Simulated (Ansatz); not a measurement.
# C₂H₆F₂Ge: up Jacob's ladder to CCSD(T)

An exercise on one series of results from a longer session: the logs are not shown, and one member is left open.

Program: Ansatz 0.2.0, Gaussian basis. Level of theory: functionals in def2-TZVPP, the program's frozen cores in correlated methods. These are calculated values, not measurements.

The runs, in order: PBE-D4, r2SCAN-D4, PBE0-D4, B3LYP-D4, ωB97X-V, ωB97M-V, B2PLYP; CCSD(T)/def2-TZVPP; MP2/def2-QZVPP; extrapolation to the limit.

### Structure used throughout

All runs share one geometry, relaxed beforehand with PBE0-D4 in a triple-zeta def2 set.

SMILES `[CH3][GeH2][CH](F)F`, 11 atoms, charge 0, spin multiplicity 1.

Atoms are counted from 1 here; the program's logs count them from 0.

Bond lengths: C1–Ge2 1.948 Å, C1–H6 1.091 Å, C1–H7 1.090 Å, C1–H8 1.091 Å, Ge2–C3 1.999 Å, Ge2–H9 1.539 Å, Ge2–H10 1.536 Å, C3–F4 1.363 Å, C3–F5 1.366 Å, C3–H11 1.096 Å. Angles: Ge2–C1–H6 110.5°, Ge2–C1–H7 109.8°, Ge2–C1–H8 110.4°, H6–C1–H7 108.8°, H6–C1–H8 108.5°, H7–C1–H8 108.8°, C1–Ge2–C3 108.4°, C1–Ge2–H9 111.7°, C1–Ge2–H10 112.0°, C3–Ge2–H9 107.4°, C3–Ge2–H10 107.1°, H9–Ge2–H10 110.1°, Ge2–C3–F4 110.9°, Ge2–C3–F5 109.8°, Ge2–C3–H11 114.2°, F4–C3–F5 107.3°, F4–C3–H11 107.3°, F5–C3–H11 107.1°.

As a file:

```mol
C2H6F2Ge
  3D, bonds by distance, orders not assigned

 11 10  0  0  0  0  0  0  0  0999 V2000
   -1.2407    0.2273    1.0839 C   0  0
    0.5620   -0.2611    0.5304 Ge  0  0
    0.6824   -0.0783   -1.4561 C   0  0
    1.9598   -0.2795   -1.8856 F   0  0
    0.3236    1.1872   -1.8263 F   0  0
   -1.9736   -0.4470    0.6389 H   0  0
   -1.4618    1.2465    0.7653 H   0  0
   -1.3327    0.1712    2.1691 H   0  0
    0.8858   -1.7247    0.8778 H   0  0
    1.6217    0.6727    1.1340 H   0  0
    0.0388   -0.7714   -2.0107 H   0  0
  1  2  8  0
  2  3  8  0
  3  4  8  0
  3  5  8  0
  1  6  8  0
  1  7  8  0
  1  8  8  0
  2  9  8  0
  2 10  8  0
  3 11  8  0
M  END
```

The first run:

in.yaml

```yaml
crystal:
  periodic: [false, false, false]
  atoms:
    - {symbol: C, position_ang: [-1.240722, 0.227328, 1.083921]}
    - {symbol: Ge, position_ang: [0.561960, -0.261096, 0.530427]}
    - {symbol: C, position_ang: [0.682397, -0.078303, -1.456113]}
    - {symbol: F, position_ang: [1.959823, -0.279451, -1.885567]}
    - {symbol: F, position_ang: [0.323639, 1.187172, -1.826316]}
    - {symbol: H, position_ang: [-1.973589, -0.446997, 0.638917]}
    - {symbol: H, position_ang: [-1.461796, 1.246525, 0.765323]}
    - {symbol: H, position_ang: [-1.332726, 0.171215, 2.169111]}
    - {symbol: H, position_ang: [0.885793, -1.724736, 0.877763]}
    - {symbol: H, position_ang: [1.621745, 0.672711, 1.133967]}
    - {symbol: H, position_ang: [0.038777, -0.771367, -2.010732]}
basis:
  gaussian: {orbitals: def2-TZVPP}
hamiltonian: {xc: pbe, dispersion: d4}
output: {forces: true, orbitals: {seedname: orbitals}}
```

Run with:

```
> ansatz run in.yaml --threads 4 --pin off --events-out ev --progress --plain --max-ram 10444MiB
```

Steps of the session up to this table: PBE-D4 (GGA); r2SCAN-D4 (meta-GGA); PBE0-D4 (hybrid); B3LYP-D4 (hybrid); ωB97X-V (range-separated); ωB97M-V (range-separated); B2PLYP (double hybrid); CCSD(T) in def2-TZVPP; MP2 in def2-QZVPP.

One of the session's tables, all rows but one given; the rest of the session is left out.

```
            method  atomisation energy (kcal/mol)
            PBE-D4                              ?
         r2SCAN-D4                          916.2
           PBE0-D4                          912.0
          B3LYP-D4                          909.3
           ωB97X-V                          917.1
           ωB97M-V                          912.6
            B2PLYP                          902.2
     HF/def2-TZVPP                          660.1
    MP2/def2-TZVPP                          907.8
   CCSD/def2-TZVPP                          881.8
CCSD(T)/def2-TZVPP                          895.1
           MP2/CBS                          927.4
       CCSD(T)/CBS                          914.7
```

Estimate the missing values for PBE-D4.

As computed: atomisation energy (kcal/mol): 930.4. In the column «atomisation energy (kcal/mol)» it is the highest.
